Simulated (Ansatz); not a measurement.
# SiGeH2SCl2F2: one species, many methods

How much do the methods differ for SiGeH2SCl2F2? The plan is to run it at one geometry with functionals of several rungs and with coupled cluster. The yardstick is the atomisation energy at the CCSD(T) limit.

Program: Ansatz 0.2.0, Gaussian basis. Level of theory: functionals in def2-TZVPP, the program's frozen cores in correlated methods. These are calculated values, not measurements.

The runs, in order: PBE-D4, r2SCAN-D4, PBE0-D4, B3LYP-D4, ωB97X-V, ωB97M-V, B2PLYP; CCSD(T)/def2-TZVPP; MP2/def2-QZVPP; extrapolation to the limit.

## (1) The geometry

All runs share one geometry, relaxed beforehand with PBE0-D4/def2-TZVP.

SMILES `F[Si](F)(Cl)[S][GeH2][Cl]`, 9 atoms, charge 0, spin multiplicity 1.

Atoms are counted from 1 here; the program's logs count them from 0.

Bond lengths: F1–Si2 1.580 Å, Si2–F3 1.576 Å, Si2–Cl4 2.015 Å, Si2–S5 2.096 Å, S5–Ge6 2.229 Å, Ge6–Cl7 2.145 Å, Ge6–H8 1.528 Å, Ge6–H9 1.529 Å. Angles: F1–Si2–F3 107.8°, F1–Si2–Cl4 107.9°, F1–Si2–S5 111.0°, F3–Si2–Cl4 108.0°, F3–Si2–S5 107.8°, Cl4–Si2–S5 114.3°, Si2–S5–Ge6 99.8°, S5–Ge6–Cl7 110.0°, S5–Ge6–H8 111.1°, S5–Ge6–H9 104.4°, Cl7–Ge6–H8 107.4°, Cl7–Ge6–H9 108.5°, H8–Ge6–H9 115.3°.

## (2) PBE-D4 (GGA)

The input, in.yaml:

```yaml
crystal:
  periodic: [false, false, false]
  atoms:
    - {symbol: F, position_ang: [-1.813850, 0.472757, 0.408601]}
    - {symbol: Si, position_ang: [-0.934386, -0.584495, 1.186710]}
    - {symbol: F, position_ang: [-1.326044, -0.506462, 2.711129]}
    - {symbol: Cl, position_ang: [-1.427456, -2.417550, 0.511104]}
    - {symbol: S, position_ang: [1.104404, -0.127470, 1.025725]}
    - {symbol: Ge, position_ang: [1.131980, 0.773370, -1.013179]}
    - {symbol: Cl, position_ang: [0.465022, -0.663900, -2.458528]}
    - {symbol: H, position_ang: [0.193092, 1.975417, -1.096189]}
    - {symbol: H, position_ang: [2.607228, 1.078322, -1.275373]}
basis:
  gaussian: {orbitals: def2-TZVPP}
hamiltonian: {xc: pbe, dispersion: d4}
output: {forces: true, orbitals: {seedname: orbitals}}
```

Run with:

```bash
> ansatz run in.yaml --threads 2 --pin off --events-out ev --progress --plain --max-ram 22528MiB --backend cuda --devices 0, --max-vram 18GiB
```

After this run come: r2SCAN-D4 (meta-GGA); PBE0-D4 (hybrid); B3LYP-D4 (hybrid); ωB97X-V (range-separated); ωB97M-V (range-separated); B2PLYP (double hybrid); CCSD(T) in def2-TZVPP; MP2 in def2-QZVPP.

Q: Predict the results of all the runs planned. Wanted: atomisation energy, CCSD(T)/CBS; farthest; mean size of error, hybrid; mean size of error, range-separated; gap, smallest and largest; T1 diagnostic; triples share of the correlation energy.

**Answer**, as computed:

| quantity | value |
| --- | --- |
| atomisation energy, CCSD(T)/CBS | 32.714 eV |
| functionals within 0.327 eV (1.0 %) | PBE-D4, r2SCAN-D4, ωB97X-V, ωB97M-V |
| farthest | B2PLYP (-0.921 eV) |
| mean size of error, hybrid | 0.590 eV |
| mean size of error, range-separated | 0.087 eV |
| gap, smallest and largest | 5.12 eV (PBE-D4), 11.78 eV (ωB97X-V) |
| T1 diagnostic | 0.0110 |
| triples share of the correlation energy | 3.7 % |

What this shows: PBE-D4 misses by +0.173 eV, or 0.022 eV for each of 8 bonds. Double hybrids carry the basis error of their MP2 part in triple zeta, and no dispersion term here, so their miss is partly the set-up's. Misses under about 0.327 eV are within the doubt on the reference itself, which lacks core-valence correlation, relativity and higher excitations, and its outer-core shells are covered unevenly. Hartree-Fock recovers 72 % of the binding; the rest is correlation. The gap grows from 5.1 to 11.8 eV across the functionals, mostly with the share of exact exchange. Correlated methods include outer-core shells of Ge, which these sets cover unevenly.
